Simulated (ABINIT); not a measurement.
AlN:

```
CELL_PARAMETERS angstrom
3.10000 0.00000 0.00000
0.00000 5.36936 0.00000
0.00000 0.00000 4.97000
ATOMIC_POSITIONS crystal
Al 0.00000 0.00000 0.00000
Al 0.50000 0.50000 0.00000
Al 0.00000 0.66667 0.50000
Al 0.50000 0.16667 0.50000
N 0.00000 0.00000 0.37850
N 0.50000 0.50000 0.37850
N 0.00000 0.66667 0.87850
N 0.50000 0.16667 0.87850
```

The cell was built by a generator and needn't be a form met in nature.

* Program: ABINIT 10.8.3 (patched build)
* Task: relaxation of cell and atoms
* Functional: LDA
* Potentials or basis: PseudoDojo NC SR LDA v0.4.1 standard
* Cutoff: 1143 eV
* k mesh: 9 × 5 × 6
* Occupations: fermi-dirac, width 0.05 eV
* Spin: no spin polarisation

At the start: pressure -3.7 GPa; volume 10.34 Å³/atom.

Problem. Where does the relaxation end?

Solution. Over 6 steps the energy falls by 3.1 meV/atom and the volume is 10.15 Å³/atom (-1.9 %); space group P6_3mc (No. 186, to 0.05 Å).

The path:
```csv
step,energy change (eV),largest force (eV/Å),pressure (GPa),volume (Å³)
1,0.0000,0.1985,-3.74,82.73
2,-0.0189,0.1267,-1.46,81.78
3,-0.0231,0.0588,0.15,81.15
4,-0.0235,0.0455,0.16,81.14
5,-0.0246,0.0039,0.00,81.18
6,-0.0246,0.0026,-0.01,81.19
```

Final structure:
```
Al N
1.0
     3.08215    0.00000    0.00000
     0.00000    5.33844    0.00000
     0.00000    0.00000    4.93419
Al N
4 4
Direct
  0.00000 0.00000 0.99827
  0.50000 0.50000 0.99827
  0.00000 0.66667 0.49827
  0.50000 0.16667 0.49827
  0.00000 0.00000 0.38023
  0.50000 0.50000 0.38023
  0.00000 0.66667 0.88023
  0.50000 0.16667 0.88023
```
